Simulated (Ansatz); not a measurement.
# AlBH₈Si₂: one species, many methods

Aim: compute AlBH₈Si₂ with functionals from several rungs and with coupled cluster. The yardstick is the atomisation energy at the CCSD(T) limit.

Program: Ansatz 0.2.0, Gaussian basis. Level of theory: functionals in def2-TZVPP, the program's frozen cores in correlated methods. These are calculated values, not measurements.

Levels to be run: PBE-D4, r2SCAN-D4, PBE0-D4, B3LYP-D4, ωB97X-V, ωB97M-V, B2PLYP; CCSD(T)/def2-TZVPP; MP2/def2-QZVPP; extrapolation to the limit.

## Step 1: The relaxed structure

All runs share one geometry, relaxed beforehand with PBE0-D4 in a triple-zeta def2 set.

SMILES `[SiH3][BH][AlH][SiH3]`, 12 atoms, charge 0, spin multiplicity 1.

Atoms are counted from 1 here; the program's logs count them from 0.

Bond lengths: Si1–B2 2.008 Å, Si1–H5 1.490 Å, Si1–H6 1.490 Å, Si1–H7 1.496 Å, B2–Al3 2.097 Å, B2–H8 1.201 Å, Al3–Si4 2.465 Å, Al3–H9 1.594 Å, Si4–H10 1.490 Å, Si4–H11 1.493 Å, Si4–H12 1.492 Å. Angles: B2–Si1–H5 114.7°, B2–Si1–H6 113.9°, B2–Si1–H7 104.5°, H5–Si1–H6 108.0°, H5–Si1–H7 107.2°, H6–Si1–H7 108.1°, Si1–B2–Al3 123.4°, Si1–B2–H8 114.5°, Al3–B2–H8 121.8°, B2–Al3–Si4 119.8°, B2–Al3–H9 121.6°, Si4–Al3–H9 118.5°, Al3–Si4–H10 113.0°, Al3–Si4–H11 110.3°, Al3–Si4–H12 111.3°, H10–Si4–H11 107.3°, H10–Si4–H12 107.5°, H11–Si4–H12 107.2°.

## Step 2: PBE-D4 (GGA)

The input, in.yaml:

```yaml
crystal:
  periodic: [false, false, false]
  atoms:
    - {symbol: Si, position_ang: [-2.103940, 1.357974, -0.235851]}
    - {symbol: B, position_ang: [-0.878921, 0.496887, 1.101494]}
    - {symbol: Al, position_ang: [0.251517, -1.221547, 0.691639]}
    - {symbol: Si, position_ang: [2.390090, -1.022795, -0.518430]}
    - {symbol: H, position_ang: [-2.543023, 0.463443, -1.343460]}
    - {symbol: H, position_ang: [-3.318230, 1.975796, 0.366695]}
    - {symbol: H, position_ang: [-1.282477, 2.448647, -0.847181]}
    - {symbol: H, position_ang: [-0.752923, 1.107606, 2.127830]}
    - {symbol: H, position_ang: [-0.272881, -2.677799, 1.073126]}
    - {symbol: H, position_ang: [2.812339, 0.391011, -0.727841]}
    - {symbol: H, position_ang: [2.283680, -1.658425, -1.864670]}
    - {symbol: H, position_ang: [3.491871, -1.715798, 0.210647]}
basis:
  gaussian: {orbitals: def2-TZVPP}
hamiltonian: {xc: pbe, dispersion: d4}
output: {forces: true, orbitals: {seedname: orbitals}}
```

Launch:

```bash
$ ansatz run in.yaml --threads 4 --pin off --events-out ev --progress --plain --max-ram 10444MiB
```

Further steps of the session: r2SCAN-D4 (meta-GGA); PBE0-D4 (hybrid); B3LYP-D4 (hybrid); ωB97X-V (range-separated); ωB97M-V (range-separated); B2PLYP (double hybrid); CCSD(T) in def2-TZVPP; MP2 in def2-QZVPP.

Before running them: what should the planned runs give, taken together? Wanted: atomisation energy, CCSD(T)/CBS; farthest; mean size of error, hybrid; mean size of error, range-separated; gap, smallest and largest; T1 diagnostic; triples share of the correlation energy.

**Answer**, as computed:

| quantity | value |
| --- | --- |
| atomisation energy, CCSD(T)/CBS | 3341.7 kJ/mol |
| functionals within 16.7 kJ/mol (0.5 %) | B3LYP-D4, ωB97M-V |
| farthest | B2PLYP (-48.5 kJ/mol) |
| mean size of error, hybrid | 18.1 kJ/mol |
| mean size of error, range-separated | 20.0 kJ/mol |
| gap, smallest and largest | 2.32 eV (PBE-D4), 8.64 eV (ωB97X-V) |
| T1 diagnostic | 0.0144 |
| triples share of the correlation energy | 3.3 % |

What this shows: PBE-D4 misses by -31.5 kJ/mol. Double hybrids carry the basis error of their MP2 part in triple zeta, and no dispersion term here, so their miss is partly the set-up's. The reference freezes the cores and leaves out relativity and excitations past (T), so misses under about 16.7 kJ/mol can't be ranked. Hartree-Fock recovers 78 % of the binding; the rest is correlation. The gap grows from 2.3 to 8.6 eV across the functionals, mostly with the share of exact exchange.
